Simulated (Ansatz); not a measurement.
**C₃H₉GaGe: one species, many methods**

One table from this session's results is given with a row withheld; the runs are named, their logs left out.

Method: functionals in def2-TZVPP, the program's frozen cores in correlated methods; program: Ansatz 0.2.0, Gaussian basis.

The runs, in order: LDA (SPW92), PBE-D4, revPBE-D4, BLYP-D4, r2SCAN-D4, B97M-V, PBE0-D4, B3LYP-D4, r2SCANh-D4, r2SCAN0-D4, HSE06-D4, BHLYP-D4, CAM-B3LYP-D4, LC-ωPBE, ωB97X-V, ωB97M-V, B2PLYP, PBE-QIDH; CCSD(T)/def2-SVP; CCSD(T)/def2-TZVPP; MP2/def2-QZVPP; extrapolation to the limit; RPA on PBE.

## Structure used throughout

All runs share one geometry, relaxed beforehand with PBE0-D4 in a triple-zeta def2 set.

14 atoms, charge 0, spin multiplicity 1.

Atoms are counted from 1 here; the program's logs count them from 0.

Bond lengths: Ga1–C2 1.949 Å, Ga1–H6 1.570 Å, Ga1–H7 1.575 Å, C2–Ge3 1.937 Å, C2–C4 1.523 Å, C2–C5 1.523 Å, Ge3–H8 1.541 Å, Ge3–H9 1.545 Å, Ge3–H10 1.541 Å, C4–C5 1.481 Å, C4–H11 1.085 Å, C4–H12 1.085 Å, C5–H13 1.085 Å, C5–H14 1.085 Å. Angles: C2–Ga1–H6 122.3°, C2–Ga1–H7 116.3°, H6–Ga1–H7 121.4°, Ga1–C2–Ge3 119.0°, Ga1–C2–C4 116.1°, Ga1–C2–C5 116.1°, Ge3–C2–C4 116.5°, Ge3–C2–C5 116.5°, C4–C2–C5 58.2°, C2–Ge3–H8 110.9°, C2–Ge3–H9 108.9°, C2–Ge3–H10 110.9°, H8–Ge3–H9 108.8°, H8–Ge3–H10 108.4°, H9–Ge3–H10 108.8°, C2–C4–C5 60.9°, C2–C4–H11 117.7°, C2–C4–H12 118.6° and more.

Set-up of the first run:

File in.yaml:

```yaml
crystal:
  periodic: [false, false, false]
  atoms:
    - {symbol: Ga, position_ang: [-1.384366, 1.513349, -0.341850]}
    - {symbol: C, position_ang: [-0.088714, 0.090715, -0.030092]}
    - {symbol: Ge, position_ang: [0.894040, 0.065993, 1.639240]}
    - {symbol: C, position_ang: [-0.416492, -1.262595, -0.646899]}
    - {symbol: C, position_ang: [0.644440, -0.430126, -1.259155]}
    - {symbol: H, position_ang: [-1.660590, 2.642073, 0.713357]}
    - {symbol: H, position_ang: [-2.148009, 1.473423, -1.719320]}
    - {symbol: H, position_ang: [1.724542, 1.352815, 1.807005]}
    - {symbol: H, position_ang: [1.849583, -1.148067, 1.640297]}
    - {symbol: H, position_ang: [-0.064429, -0.054405, 2.839505]}
    - {symbol: H, position_ang: [-0.114960, -2.151724, -0.102409]}
    - {symbol: H, position_ang: [-1.352353, -1.376210, -1.184368]}
    - {symbol: H, position_ang: [0.442342, 0.032171, -2.219908]}
    - {symbol: H, position_ang: [1.674945, -0.747401, -1.135402]}
basis:
  gaussian: {orbitals: def2-TZVPP}
hamiltonian: {xc: lda}
output: {orbitals: {seedname: orbitals}}
```

Run with:

```sh
$ ansatz run in.yaml --threads 2 --pin off --events-out ev --progress --plain --max-ram 32768MiB --backend cuda --devices 0, --max-vram 18GiB
```

Among the steps run: LDA; PBE-D4 (GGA); revPBE-D4 (GGA); BLYP-D4 (GGA); r2SCAN-D4 (meta-GGA); B97M-V (meta-GGA); B3LYP-D4 (hybrid); r2SCANh-D4 (hybrid); r2SCAN0-D4 (hybrid); HSE06-D4 (hybrid); BHLYP-D4 (hybrid); CAM-B3LYP-D4 (range-separated); LC-ωPBE (range-separated); ωB97X-V (range-separated); ωB97M-V (range-separated); B2PLYP (double hybrid); PBE-QIDH (double hybrid).

One table of the session follows, with a row left open; its other results are not shown here.

It belongs to the step «Orbital energies across the functionals». 

| functional | HOMO (eV) | LUMO (eV) | gap (eV) |
| --- | --- | --- | --- |
| LDA (SPW92) | -6.52 | -2.56 | 3.95 |
| PBE-D4 | -6.39 | -2.29 | 4.09 |
| revPBE-D4 | -6.33 | -2.16 | 4.17 |
| BLYP-D4 | -6.26 | -2.25 | 4.02 |
| r2SCAN-D4 | ? | ? | ? |
| B97M-V | -6.71 | -2.28 | 4.42 |
| PBE0-D4 | -7.52 | -1.48 | 6.04 |
| B3LYP-D4 | -7.33 | -1.77 | 5.56 |
| r2SCANh-D4 | -7.03 | -1.74 | 5.29 |
| r2SCAN0-D4 | -7.67 | -1.33 | 6.34 |
| HSE06-D4 | -7.13 | -1.85 | 5.28 |
| BHLYP-D4 | -8.58 | -0.75 | 7.83 |
| CAM-B3LYP-D4 | -8.82 | -0.61 | 8.21 |
| LC-ωPBE | -10.13 | 0.60 | 10.73 |
| ωB97X-V | -9.79 | 0.41 | 10.20 |
| ωB97M-V | -9.66 | 0.16 | 9.82 |

Q: Estimate the row for r2SCAN-D4 from the others.

Worked estimate for «HOMO (eV)». Against the share of exact exchange, r2SCANh-D4 (0.1, -7.03), r2SCAN0-D4 (0.25, -7.67) give a slope of -4.27 per unit share; at 0 the line stands at -6.60.

The run gave: HOMO (eV): -6.61; LUMO (eV): -2.02; gap (eV): 4.59. In «HOMO (eV)» the line misses by +0.01.
